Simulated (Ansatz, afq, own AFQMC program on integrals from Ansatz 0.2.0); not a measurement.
# HfCl (doublet): AFQMC on the coupled-cluster ladder at distance Hf1–Cl2 = 1.879 Å, def2-SVP

Aim: compute HfCl (doublet) with auxiliary-field quantum Monte Carlo on the same integrals as coupled cluster, and set the energies side by side.

The runs use Ansatz 0.2.0, Gaussian basis, and an in-house AFQMC program (afq) on its integrals; all values are calculated; def2-SVP, frozen cores.

To be run: PBE (unrestricted); r2SCAN (unrestricted); PBE0 (unrestricted); B3LYP (unrestricted); wB97M-V (unrestricted); B2PLYP (unrestricted); CCSD(T) on UHF; Phaseless AFQMC, CISD trial on UHF; Phaseless AFQMC, single-determinant trial on UHF; Free-projection AFQMC, CISD trial on UHF.

1 further run of the same task is left out (it didn't finish).

## 1. The geometry

The geometry derives from a PBE0/def2-TZVP stationary point (not a proven minimum). One bond is set to the value named and the two fragments are kept rigid. No spin-orbit coupling is included. Elements past krypton take def2 core potentials.

2 atoms, charge 0, spin multiplicity 2.

Atoms are counted from 1 here; the program's logs count them from 0.

Bond lengths: Hf1–Cl2 1.879 Å.

## 2. PBE (unrestricted)

in.yaml

```yaml
crystal:
  periodic: [false, false, false]
  atoms:
    - {symbol: Hf, position_ang: [0.000000, 0.000000, 0.000000]}
    - {symbol: Cl, position_ang: [0.000000, 0.000000, 1.879000]}
basis:
  gaussian: {orbitals: def2-SVP}
magnetization: {spin_polarized: true, initial_magnetization: 1}
hamiltonian: {xc: {name: PBE}}
output: {orbitals: {seedname: orbitals}}
```

On the command line:

```
> ansatz run in.yaml --threads 1 --pin off --events-out ev --progress --plain --max-ram 1382MiB
```

The log of the run:

```text
Functional definition: PBE
  name "PBE"
  cite "Perdew, Burke & Ernzerhof, Phys. Rev. Lett. 77, 3865 (1996) doi:10.1103/PhysRevLett.77.3865"
  parent pbe
  parameter kappa = 0.804
  parameter beta = 0.06672455060314922
  exchange = pbe_x(kappa = kappa, mu = beta*pi^2/3)
  correlation = pbe_c(beta = beta)
509 factors; their error is unknown
mean field evaluation 1: about -13814.6482 eV, gradient 1.8e1 eV
mean field evaluation 2: about -13808.0469 eV, gradient 3.2e1 eV
mean field evaluation 4: about -13816.5651 eV, gradient 2.1e0 eV
mean field evaluation 8: about -13816.5967 eV, gradient 2.3e-2 eV
mean field evaluation 16: about -13816.5326 eV, gradient 7.1e-5 eV
mean field evaluation 32: about -13815.8603 eV, gradient 5.2e-1 eV
mean field evaluation 64: about -13816.2007 eV, gradient 1.1e0 eV
mean field evaluation 96: about -13814.9874 eV, gradient 1.7e-2 eV
mean field -13816.53262121 eV, -507.7482086474 hartree, gradient 1.6e-5 eV, S^2 0.757021; 11 other end points of the search recorded, 0 dependent functions left out
reference -13816.53265373 eV, -507.7482098423 hartree; 15, 14 occupied and 35, 36 virtual orbitals, 509 factors
Total energy: -13816.53265373 eV, -507.7482098423 hartree
```

Wall time 3.1 s (1 thread of AMD EPYC 9R45 (Zen 5), shared host).

From the report: ⟨S²⟩ of the determinant 0.757 (pure doublet: 0.75).

## 3. r2SCAN (unrestricted)

Edit in.yaml of step 2 so:

```diff
@@ -8,3 +8,2 @@
 magnetization: {spin_polarized: true, initial_magnetization: 1}
-hamiltonian: {xc: {name: PBE}}
-output: {orbitals: {seedname: orbitals}}
+hamiltonian: {xc: {name: r2SCAN}}
```

Same command.

The log of the run (excerpt; [...] marks lines left out):

```text
Functional definition: r2SCAN
  name "r2SCAN"
  cite "Furness, Kaplan, Ning, Perdew & Sun, J. Phys. Chem. Lett. 11, 8208 (2020) doi:10.1021/acs.jpclett.0c02405"
  cite "Furness, Kaplan, Ning, Perdew & Sun, J. Phys. Chem. Lett. 11, 9248 (2020) doi:10.1021/acs.jpclett.0c03077"
  parent r2scan
[...]
509 factors; their error is unknown
[...]
mean field -13820.70285561 eV, -507.9014619349 hartree, gradient 1.0e-5 eV, S^2 0.914244; 16 other end points of the search recorded, 0 dependent functions left out
reference -13820.70287632 eV, -507.9014626958 hartree; 15, 14 occupied and 35, 36 virtual orbitals, 509 factors
Total energy: -13820.70287632 eV, -507.9014626958 hartree
```

Wall time 11 s (1 thread of AMD EPYC 9R45 (Zen 5), shared host).

From the report: ⟨S²⟩ of the determinant 0.914 (pure doublet: 0.75).

## 4. PBE0 (unrestricted)

Edit in.yaml of step 3 so:

```diff
@@ -8,2 +8,3 @@
 magnetization: {spin_polarized: true, initial_magnetization: 1}
-hamiltonian: {xc: {name: r2SCAN}}
+hamiltonian: {xc: {name: PBE0}}
+output: {orbitals: {seedname: orbitals}}
```

Launched as before.

The log of the run (excerpt; [...] marks lines left out):

```text
Functional definition: PBE0
  name "PBE0"
  cite "Adamo & Barone, J. Chem. Phys. 110, 6158 (1999) doi:10.1063/1.478522"
  cite "Perdew, Burke & Ernzerhof, Phys. Rev. Lett. 77, 3865 (1996) doi:10.1103/PhysRevLett.77.3865"
  parent pbe
[...]
482 factors; integrals over basis functions are off by at most 1.0e-3 eV
[...]
mean field -13816.62473438 eV, -507.7515937437 hartree, gradient 3.9e-6 eV, S^2 0.761371; 2 other end points of the search recorded, 0 dependent functions left out
reference -13816.62475870 eV, -507.7515946376 hartree; 15, 14 occupied and 35, 36 virtual orbitals, 482 factors
Total energy: -13816.62475870 eV, -507.7515946376 hartree
```

Wall time 1.5 s (1 thread of AMD EPYC 9R45 (Zen 5), shared host).

From the report: ⟨S²⟩ of the determinant 0.761 (pure doublet: 0.75).

## 5. B3LYP (unrestricted)

Edit in.yaml of step 4 so:

```diff
@@ -8,3 +8,2 @@
 magnetization: {spin_polarized: true, initial_magnetization: 1}
-hamiltonian: {xc: {name: PBE0}}
-output: {orbitals: {seedname: orbitals}}
+hamiltonian: {xc: {name: B3LYP}}
```

The command is unchanged.

The log of the run (excerpt; [...] marks lines left out):

```text
Functional definition: B3LYP
  name "B3LYP"
  cite "Stephens, Devlin, Chabalowski & Frisch, J. Phys. Chem. 98, 11623 (1994) doi:10.1021/j100096a001"
  cite "Becke, Phys. Rev. A 38, 3098 (1988) doi:10.1103/PhysRevA.38.3098"
  cite "Lee, Yang & Parr, Phys. Rev. B 37, 785 (1988) doi:10.1103/PhysRevB.37.785"
  cite "Vosko, Wilk & Nusair, Can. J. Phys. 58, 1200 (1980) doi:10.1139/p80-159"
[...]
482 factors; integrals over basis functions are off by at most 1.0e-3 eV
[...]
mean field -13821.96958735 eV, -507.9480134675 hartree, gradient 1.7e-5 eV, S^2 0.757538; 2 other end points of the search recorded, 0 dependent functions left out
reference -13821.96976372 eV, -507.9480199490 hartree; 15, 14 occupied and 35, 36 virtual orbitals, 482 factors
Total energy: -13821.96976372 eV, -507.9480199490 hartree
```

Wall time 1.1 s (1 thread of AMD EPYC 9R45 (Zen 5), shared host).

From the report: ⟨S²⟩ of the determinant 0.758 (pure doublet: 0.75).

## 6. wB97M-V (unrestricted)

Edit in.yaml of step 5 so:

```diff
@@ -8,2 +8,3 @@
 magnetization: {spin_polarized: true, initial_magnetization: 1}
-hamiltonian: {xc: {name: B3LYP}}
+hamiltonian: {xc: {name: wB97M-V}}
+output: {orbitals: {seedname: orbitals}}
```

Same command.

The log of the run (excerpt; [...] marks lines left out):

```text
Functional definition: wB97M-V
  name "wB97M-V"
  cite "Mardirossian & Head-Gordon, J. Chem. Phys. 144, 214110 (2016) doi:10.1063/1.4952647"
  cite "Becke, J. Chem. Phys. 107, 8554 (1997) doi:10.1063/1.475007"
  cite "Vydrov & Van Voorhis, J. Chem. Phys. 133, 244103 (2010) doi:10.1063/1.3521275"
  # Of w^i u^j: cxij and so on, Table III.
[...]
  gx(w, u) = 1 - cx + cx01*u + cx10*w
  gss(w, u) = css00 + css04*u^4 + css10*w + css20*w^2 + css43*w^4*u^3
  gos(w, u) = cos00 + cos10*w + (cos20 + cos21*u)*w^2 + (cos60 + cos61*u)*w^6
[...]
      + integral(e_c_pw_mod_opposite_spin*gos(b97_w_opposite, b97_u_opposite)) + vv10(b, c)
482 factors; integrals over basis functions are off by at most 1.0e-3 eV
117 factors; integrals over basis functions are off by at most 2.1e-4 eV
[...]
mean field -13818.36516096 eV, -507.8155532410 hartree, gradient 3.0e-5 eV, S^2 0.756109; 2 other end points of the search recorded, 0 dependent functions left out
reference -13818.36519872 eV, -507.8155546285 hartree; 15, 14 occupied and 35, 36 virtual orbitals, 482 factors
Total energy: -13818.36519872 eV, -507.8155546285 hartree
```

Run time: 6 s. Hardware: 1 thread of AMD EPYC 9R45 (Zen 5), shared host; peak memory 0.29 GiB.

From the report: ⟨S²⟩ of the determinant 0.756 (pure doublet: 0.75).

## 7. B2PLYP (unrestricted)

Edit in.yaml of step 6 so:

```diff
@@ -8,3 +8,3 @@
 magnetization: {spin_polarized: true, initial_magnetization: 1}
-hamiltonian: {xc: {name: wB97M-V}}
-output: {orbitals: {seedname: orbitals}}
+hamiltonian: {xc: {name: B2PLYP}}
+correlation: {electrons: outside_noble_gas}
```

The command is unchanged.

The log of the run (excerpt; [...] marks lines left out):

```text
Functional definition: B2PLYP
  name "B2PLYP"
  cite "Grimme, J. Chem. Phys. 124, 034108 (2006) doi:10.1063/1.2148954"
  cite "Becke, Phys. Rev. A 38, 3098 (1988) doi:10.1103/PhysRevA.38.3098"
  cite "Lee, Yang & Parr, Phys. Rev. B 37, 785 (1988) doi:10.1103/PhysRevB.37.785"
[...]
482 factors; integrals over basis functions are off by at most 1.0e-3 eV
[...]
mean field -13810.41085943 eV, -507.5232380512 hartree, gradient 8.1e-6 eV, S^2 0.769769; 6 other end points of the search recorded, 0 dependent functions left out
9 core orbitals not correlated: weight in the atoms' cores, before any rotation towards them, 0.955 or more for the frozen orbitals, at most 0.034 for the correlated occupied ones
reference -13810.41097026 eV, -507.5232421241 hartree; 6, 5 occupied and 35, 36 virtual orbitals, 482 factors
second order -6.84573404 eV of doubles, -0.00000000 eV of singles
Total energy: -13812.25931845 eV, -507.5911676673 hartree
```

Wall time 1.4 s (1 thread of AMD EPYC 9R45 (Zen 5), shared host).

From the report: ⟨S²⟩ of the determinant 0.770 (pure doublet: 0.75).

## 8. CCSD(T) on UHF

Edit in.yaml of step 7 so:

```diff
@@ -8,3 +8,2 @@
 magnetization: {spin_polarized: true, initial_magnetization: 1}
-hamiltonian: {xc: {name: B2PLYP}}
-correlation: {electrons: outside_noble_gas}
+correlation: {method: ccsd_t, electrons: outside_noble_gas, hamiltonian_folder: ham}
```

Same command.

The log of the run (excerpt; [...] marks lines left out):

```text
Functional definition: HF
  name "HF"
  cite "Fock, Z. Phys. 61, 126 (1930) doi:10.1007/BF01340294"
  parent pbe
[...]
482 factors; integrals over basis functions are off by at most 1.0e-3 eV
[...]
mean field -13787.59299034 eV, -506.6846968288 hartree, gradient 4.0e-6 eV, S^2 0.894418; 28 other end points of the search recorded, 0 dependent functions left out
determinant -13787.59299034 eV, -506.6846968288 hartree, with singles and doubles -13793.47220305 eV, -506.9007539108 hartree
determinant -13786.91545601 eV, -506.6597979015 hartree, with singles and doubles -13792.70053206 eV, -506.8723955249 hartree
determinant -13786.43170789 eV, -506.6420204861 hartree, with singles and doubles -13792.27277645 eV, -506.8566757964 hartree
determinant -13785.90892139 eV, -506.6228084364 hartree, with singles and doubles -13791.71209734 eV, -506.8360712192 hartree
[...]
determinant -13785.36869315 eV, -506.6029554147 hartree, with singles and doubles -13791.30259853 eV, -506.8210224154 hartree
determinant -13785.35692887 eV, -506.6025230855 hartree, with singles and doubles -13791.36576917 eV, -506.8233438936 hartree
determinant -13785.17431053 eV, -506.5958119851 hartree, with singles and doubles -13790.90126898 eV, -506.8062738265 hartree
9 core orbitals not correlated: weight in the atoms' cores, before any rotation towards them, 0.943 or more for the frozen orbitals, at most 0.046 for the correlated occupied ones
reference -13787.59299034 eV, -506.6846968288 hartree; 6, 5 occupied and 35, 36 virtual orbitals, 482 factors
second order -5.35198795 eV of doubles, -0.00000000 eV of singles
cycle   1  -5.88100484 eV  change   -1.8e-3 eV  update   3.3e-3
[...]
cycle   9  -5.88474060 eV  change   -3.5e-6 eV  update   6.6e-6
perturbative correction -0.19910187 eV, -0.0073168587 hartree
Total energy: -13793.67683281 eV, -506.9082739156 hartree
```

It took 4.4 s on 1 thread of AMD EPYC 9R45 (Zen 5), shared host.

From the report: ⟨S²⟩ of the determinant 0.894 (pure doublet: 0.75); correlation -6.0838 eV; T1 0.040; largest double amplitude 0.09.

This run also writes the integrals to the folder ham.

## 9. Phaseless AFQMC, CISD trial on UHF

It reads the integrals that the CCSD(T) run on this determinant wrote.

On the command line:

```
> afq ham --method phaseless --trial cisd --walkers 60 --populations 1 --least-time 40 --time-step 0.005 --steps-per-block 50 --equilibration-blocks 40 --max-blocks 300 --target-error 0.0004 --factor-cut 1e-05 --start spin_pure --seed 2211 --release-times 0.24,0.6,1.2,2,3,4.2 --release-step 0.04 --release-every 4 --taylor-order 6
```

The log of the run:

```text
orbitals 41  electrons 6 5  factors 345 of 482
reference energy -506.68469683 Eh
CCSD correlation -0.21626016 Eh in 14 cycles, weight of the determinant in the CISD state 0.8463
energy of the start -506.892590 Eh
 block  time / (1/Eh)  mean weight  energy / Eh
     1     0.250  0.9987  -506.893386
     2     0.500  0.9971  -506.897762
     3     0.750  0.9983  -506.899428
     4     1.000  0.9986  -506.902686
     5     1.250  0.9990  -506.903761
     6     1.500  1.0007  -506.906697
     7     1.750  1.0010  -506.905917
     8     2.000  0.9997  -506.911391
     9     2.250  0.9991  -506.911058
    10     2.500  1.0017  -506.907321
    17     4.250  1.0009  -506.906516
    25     6.250  0.9998  -506.910862
    33     8.250  1.0016  -506.910097
    41    10.250  1.0000  -506.908397
    49    12.250  1.0004  -506.904160
    57    14.250  1.0010  -506.910886
    65    16.250  1.0006  -506.912317
    73    18.250  0.9996  -506.907824
    81    20.250  0.9997  -506.914879
    89    22.250  1.0007  -506.905614
    97    24.250  1.0013  -506.910648
   105    26.250  1.0008  -506.907753
   113    28.250  1.0003  -506.908593
   121    30.250  1.0013  -506.911387
   129    32.250  1.0006  -506.906418
   137    34.250  0.9992  -506.909751
   145    36.250  1.0011  -506.916530
   153    38.250  1.0018  -506.907272
   161    40.250  1.0025  -506.915986
   169    42.250  1.0009  -506.906343
   177    44.250  1.0005  -506.901668
   185    46.250  1.0028  -506.909542
   193    48.250  0.9998  -506.908335
   201    50.250  1.0003  -506.913567
   209    52.250  1.0016  -506.907447
   217    54.250  1.0034  -506.912418
   225    56.250  1.0010  -506.900524
   233    58.250  1.0002  -506.906989
   241    60.250  0.9997  -506.910959
   249    62.250  1.0010  -506.914461
   257    64.250  0.9985  -506.911004
   265    66.250  0.9922  -506.913156
   273    68.250  1.0007  -506.912119
   281    70.250  0.9988  -506.912853
   289    72.250  0.9996  -506.903691
   297    74.250  1.0010  -506.918676
   305    76.250  1.0005  -506.903643
   313    78.250  1.0009  -506.907444
   321    80.250  1.0009  -506.903965
   329    82.250  1.0001  -506.904589
   337    84.250  0.9992  -506.902878
blocks merged  error / Eh  count
     1  0.000270  300
     2  0.000339  150
     4  0.000381  75
     8  0.000432  37
    16  0.000410  18
    32  0.000370  9
released: time / (1/Eh)  energy / Eh  error  mean overlap
  0.24  -506.908544  0.000421  0.9998
  0.60  -506.908449  0.000365  1.0064
  1.20  -506.909512  0.000641  1.0127
  2.00  -506.909607  0.000701  1.0235
  3.00  -506.908938  0.000903  1.0083
  4.20  -506.909030  0.001575  1.0092
energy -506.908590 +/- 0.000432 Eh
```

Run time: 4.8 min. Hardware: 1 thread of AMD EPYC 9R45 (Zen 5), shared host.

Energy -13793.6854 ± 0.0118 eV. Caveats: constraint bias not in the error.

## 10. Phaseless AFQMC, single-determinant trial on UHF

It reads the integrals that the CCSD(T) run on this determinant wrote.

On the command line:

```
> afq ham --method phaseless --trial hf --walkers 120 --populations 1 --least-time 40 --time-step 0.005 --steps-per-block 20 --equilibration-blocks 160 --max-blocks 600 --target-error 0.0012000000000000001 --factor-cut 1e-05 --start spin_pure --seed 102 --taylor-order 6
```

The log of the run:

```text
orbitals 41  electrons 6 5  factors 345 of 482
reference energy -506.68469683 Eh
CCSD correlation -0.21626016 Eh in 14 cycles, weight of the determinant in the CISD state 0.8463
energy of the start -506.685824 Eh
 block  time / (1/Eh)  mean weight  energy / Eh
     1     0.100  0.9999  -506.728933
     2     0.200  1.0009  -506.765680
     3     0.300  1.0026  -506.804290
     4     0.400  1.0008  -506.830761
     5     0.500  1.0014  -506.851970
     6     0.600  1.0015  -506.862745
     7     0.700  1.0025  -506.868196
     8     0.800  1.0021  -506.867762
     9     0.900  1.0014  -506.875262
    10     1.000  1.0013  -506.882405
    20     2.000  0.9994  -506.918375
    39     3.900  0.9995  -506.876369
    58     5.800  0.9996  -506.942928
    77     7.700  0.9987  -506.926399
    96     9.600  1.0017  -506.935710
   115    11.500  1.0014  -506.919274
   134    13.400  0.9989  -506.928793
   153    15.300  1.0007  -506.888431
   172    17.200  0.9994  -506.924325
   191    19.100  1.0012  -506.902550
   210    21.000  1.0006  -506.876534
   229    22.900  1.0012  -506.889905
   248    24.800  1.0017  -506.903643
   267    26.700  1.0011  -506.902007
   286    28.600  0.9982  -506.880987
   305    30.500  1.0007  -506.892434
   324    32.400  1.0008  -506.903694
   343    34.300  0.9995  -506.914022
   362    36.200  0.9997  -506.892834
   381    38.100  1.0007  -506.908797
   400    40.000  1.0016  -506.896359
   419    41.900  1.0015  -506.878912
   438    43.800  1.0011  -506.908273
   457    45.700  0.9999  -506.892394
   476    47.600  0.9998  -506.938407
   495    49.500  0.9996  -506.918791
   514    51.400  1.0003  -506.930594
   533    53.300  1.0002  -506.920410
   552    55.200  0.9996  -506.889252
   571    57.100  1.0011  -506.894853
   590    59.000  1.0004  -506.895131
   609    60.900  0.9999  -506.940301
   628    62.800  0.9997  -506.893799
   647    64.700  1.0001  -506.924521
   666    66.600  1.0002  -506.874224
   685    68.500  1.0004  -506.890884
   704    70.400  1.0005  -506.897161
   723    72.300  1.0015  -506.927591
   742    74.200  0.9991  -506.867040
blocks merged  error / Eh  count
     1  0.000612  600
     2  0.000811  300
     4  0.001046  150
     8  0.001274  75
    16  0.001630  37
    32  0.001553  18
    64  0.001135  9
energy -506.902965 +/- 0.001630 Eh
```

It took 2.6 min on 1 thread of AMD EPYC 9R45 (Zen 5), shared host.

Energy -13793.5324 ± 0.0444 eV. Caveats: constraint bias not in the error.

## 11. Free-projection AFQMC, CISD trial on UHF

It reads the integrals that the CCSD(T) run on this determinant wrote.

On the command line:

```
> afq ham --method free --trial cisd --walkers 60 --time-step 0.03 --max-blocks 80 --target-error 0.0004 --factor-cut 1e-05 --seed 7584 --times 0,0.21,0.42,0.81,1.2,1.8,2.4,3 --taylor-order 8
```

The log of the run:

```text
orbitals 41  electrons 6 5  factors 345 of 482
reference energy -506.68469683 Eh
CCSD correlation -0.21626016 Eh in 14 cycles, weight of the determinant in the CISD state 0.8463
repeat  energy at the last time / Eh  error
    10  -506.908824  0.002598
    20  -506.908236  0.001381
    30  -506.908325  0.001035
    40  -506.907627  0.000888
    50  -506.907181  0.000797
    60  -506.907460  0.000704
    70  -506.907558  0.000630
    80  -506.907450  0.000578
time / (1/Eh)  energy / Eh  error  mean overlap
  0.00  -506.900976  0.000261  1.1818
  0.21  -506.904150  0.000281  1.1871
  0.42  -506.905904  0.000274  1.1906
  0.81  -506.907752  0.000303  1.1851
  1.20  -506.908311  0.000337  1.1849
  1.80  -506.908499  0.000357  1.2096
  2.40  -506.908507  0.000416  1.2270
  3.00  -506.907450  0.000578  1.2684
energy -506.907450 +/- 0.000578 Eh
```

It took 2.6 min on 1 thread of AMD EPYC 9R45 (Zen 5), shared host.

Energy -13793.6544 ± 0.0157 eV. Caveats: remainder of the start not in the error; start is not spin pure.

## 12. AFQMC on the ladder

On the UHF determinant, counted from CCSD(T) (a yardstick, not exact):

```
                                                             level  energy (eV)  from CCSD(T) (kcal/mol)  statistical error (kcal/mol)     time
                                                                HF  -13787.5930                  +140.30                                       
                                                               MP2  -13792.9450                   +16.88                                       
                                                              CCSD  -13793.4777                    +4.59                                       
                                                           CCSD(T)  -13793.6768                     0.00                                       
               Phaseless AFQMC, CISD trial, step 0.005, 60 walkers  -13793.6854                    -0.20                          0.27  4.8 min
Phaseless AFQMC, single-determinant trial, step 0.005, 120 walkers  -13793.5324                    +3.33                          1.02  2.6 min
          Free-projection AFQMC, CISD trial, step 0.03, 60 walkers  -13793.6544                    +0.52                          0.36  2.6 min
```

The functionals' totals stand on their own zeros and serve differences with other points: PBE -13816.533 eV; r2SCAN -13820.703 eV; PBE0 -13816.625 eV; B3LYP -13821.970 eV; wB97M-V -13818.365 eV; B2PLYP -13812.259 eV.

## 13. What came out

| quantity | value |
| --- | --- |
| Phaseless AFQMC, CISD trial on UHF from CCSD(T) | -0.20 ± 0.27 kcal/mol |
| Phaseless AFQMC, single-determinant trial on UHF from CCSD(T) | +3.33 ± 1.02 kcal/mol |
| Free-projection AFQMC, CISD trial on UHF from CCSD(T) | +0.52 ± 0.36 kcal/mol |

In words: On UHF the phaseless walk with the CISD trial lies -0.20 kcal/mol from CCSD(T), within three error bars. Free projection has no constraint; at the last time it gives +0.52 ± 0.36 kcal/mol, and from a start that isn't spin pure other spins can mix in. Error bars are statistical and leave out the constraint, the time step and what remains of the start. Hf carries a core potential, and spin-orbit coupling is left out.
